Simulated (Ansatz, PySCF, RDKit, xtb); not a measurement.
# GeSiNH6F: from the formula to a structure

Only the formula GeSiNH6F is given. Aim: find the structure of lowest free energy at 298.15 K, then its properties.

The funnel: GFN2-xTB relaxations, single points with a density functional, relaxations at B3LYP-D3(BJ)/def2-SVP, harmonic vibrations, and a last energy at a higher level. All values are calculated.

7 further runs of the same task are left out: 7 set aside as unsound or not needed.

## 1. Candidates

All bonding patterns within simple valence rules are listed by program: one Lewis structure each, at most two rings and one unusual centre or charged pair. O–O, O–halogen and N–halogen bonds and N–N–N chains are not drawn. That gives 16 candidates.

c001 [NH3+][SiH-][GeH2][F]; c030 [NH3+][Si@H-](F)=[GeH2]; c163 [NH2][Ge@H]([F])[SiH3]; c219 [NH3+][Ge@H-]([F])=[SiH2]; c267 [NH3+][GeH-][SiH2]F; c389 N[Si@H](F)[GeH3]; c416 F[SiH-][NH2+][GeH3]; c484 N[SiH2][GeH2][F]; c529 [F][GeH2][NH][SiH3]; c597 F[SiH2][NH][GeH3]; c682 [NH3+][Ge-]([F])[SiH3]; c733 [F][GeH2][NH2+][SiH2-]; c745 [NH2][GeH2][SiH2]F; c797 F[SiH2][NH2+][GeH2-]; c956 [NH3+][Si-](F)[GeH3]; c985 [F][GeH-][NH2+][SiH3].

Candidates are built by distance geometry, with a force field where one applies, in up to four conformers (letters a to d). 1 start with atoms placed at random is added, to find patterns that the rules miss.

**Question.** With final energies at CCSD(T)/def2-SVP + MP2/def2-TZVPP - MP2/def2-SVP, which structure will this search put lowest in free energy, and by what margin?

| quantity | value |
| --- | --- |
| lowest structure found | F[SiH2][NH][GeH3], singlet, C1 |
| next finalist | N[Si@H](F)[GeH3], singlet, 2.6 kcal/mol higher in G |
| share at equilibrium, among the finalists | 98.7 % |
| harmonic wavenumbers, lowest and highest (B3LYP-D3(BJ)/def2-SVP) | 58 and 3576 cm⁻¹ |
| rotational constants, same geometry | 0.3474, 0.04361, 0.04143 cm⁻¹ |
| dipole moment (PBE0/def2-TZVPD) | 2.06 D |
| HOMO energy (PBE0/def2-TZVPD) | -7.88 eV |
| LUMO energy (PBE0/def2-TZVPD) | -0.25 eV |
| HOMO–LUMO gap (PBE0/def2-TZVPD) | 7.63 eV |
| lowest excitation (TD-CAM-B3LYP/def2-SVPD) | 6.53 eV (f = 0.009) |
| strongest of the states computed, same level | 8.28 eV (f = 0.082) |
| lowest triplet excitation, same level, Tamm-Dancoff | 6.12 eV |
| vertical ionisation energy | 9.86 eV |
| vertical electron affinity | -1.02 eV (unbound: the value depends on the basis) |
| vertical triplet less singlet | +5.77 eV |

`F[SiH2][NH][GeH3]` comes out lowest. The margin, 2.6 kcal/mol, is modest. HF/STO-3G, B3LYP-D3(BJ)/def2-SVP, HF/def2-SVP and MP2/def2-SVP already put its bonding pattern lowest among the structures in one piece; GFN2-xTB favours the singlet [F][GeH].[NH2][SiH3] ‡ (c985a, not a finalist); r2SCAN-D4/def2-SVP favours the singlet N[Si@H](F)[GeH3]. 2 minima inside the window were never screened. The search is not exhaustive (a finite list of starts, one conformer a finalist), so a lower isomer can't be ruled out. Patterns outside the rules of the enumeration were met only by chance.

‡ marks the bonded skeleton alone, with all bonds drawn single: no Lewis structure was assigned that passes a check against the bond lengths.
